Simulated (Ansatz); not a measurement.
# TaH+ (quartet): wave-function methods side by side at distance Ta1–H2 = 3.228 Å, def2-TZVP

Aim: climb from Hartree-Fock through coupled cluster and multireference methods for TaH+ (quartet) at one geometry and basis, and see what each rung misses.

Program: Ansatz 0.2.0, Gaussian basis. Level of theory: def2-TZVP, core rule «outside noble gas», up to 4 orbitals frozen. These are calculated values, not measurements.

To be run: UHF; CCSD(T) on ROHF; CCSD(T) on UHF; CISD; CCSDT(Q) on ROHF; CCSDT(Q) on UHF; CASSCF and MRCISD+Q, 5 electrons in 5 orbitals; CASSCF and NEVPT2, 5 electrons in 5 orbitals; Full CI.

34 further runs of the same task are left out: 25 for a known fault of the program, 8 that didn't finish, 1 set aside as unsound or not needed.

### 1 The system

The geometry derives from a PBE0/def2-TZVP stationary point (not a proven minimum). One bond is set to the value named and the two fragments are kept rigid. No spin-orbit coupling is included. Elements past krypton take def2 core potentials.

2 atoms, charge 1, spin multiplicity 4.

Atoms are counted from 1 here; the program's logs count them from 0.

No contacts short enough for the rule that draws bonds.

### 2 UHF

The input, in.yaml:

```yaml
crystal:
  periodic: [false, false, false]
  atoms:
    - {symbol: Ta, position_ang: [0.000000, 0.000000, 0.000000]}
    - {symbol: H, position_ang: [0.000000, 0.000000, 3.228000]}
basis:
  gaussian: {orbitals: def2-TZVP}
total_charge: 1
magnetization: {spin_polarized: true, initial_magnetization: 3}
hamiltonian: {xc: hf}
output: {orbitals: {seedname: orbitals}}
```

Started as:

```console
> ansatz run in.yaml --threads 1 --pin off --events-out ev --progress --plain --max-ram 2393MiB
```

Further steps of the session: CCSD(T) on ROHF; CCSD(T) on UHF; CISD; CCSDT(Q) on ROHF; CCSDT(Q) on UHF; CASSCF and MRCISD+Q, 5 electrons in 5 orbitals; CASSCF and NEVPT2, 5 electrons in 5 orbitals; Full CI.

Q: Predict the results of all the runs planned. Wanted: FCI below the RHF energy; RMP2 from FCI; RCCSD from FCI; RCCSD(T) from FCI; RCCSDT(Q) from FCI; NEVPT2 pair from FCI; MRCISD+Q pair from FCI; T1 diagnostic; effectively unpaired electrons.

**Answer**, as computed:

| quantity | value |
| --- | --- |
| FCI below the RHF energy | -2.3064 eV |
| RMP2 from FCI | +1494.5 meV |
| RCCSD from FCI | +31.0 meV |
| RCCSD(T) from FCI | -50.8 meV |
| RCCSDT(Q) from FCI | -69.2 meV |
| NEVPT2 pair from FCI | +210.8 meV |
| MRCISD+Q pair from FCI | -72.9 meV |
| levels within 1 kcal/mol (43 meV) | RCCSD |
| T1 diagnostic | 0.240 |
| effectively unpaired electrons | 4.58 |

**Reading.** RCCSD(T) misses by -50.8 meV, 2.2 % of the correlation energy. RCCSD(T), RCCSDT, RCCSDT(Q), MRCISD pair, MRCISD+Q pair fall below full CI, which methods that aren't variational can do. The occupations show strong static correlation (4.6 unpaired electrons where one determinant has 3). Coupled cluster on one determinant still stays close here. Of the multireference levels listed MRCISD+Q pair comes nearest in total energy (-72.9 meV), which doesn't show that its space is the better one. Coupled cluster took another determinant than the lowest Hartree-Fock one. These misses are within one basis, not against nature.
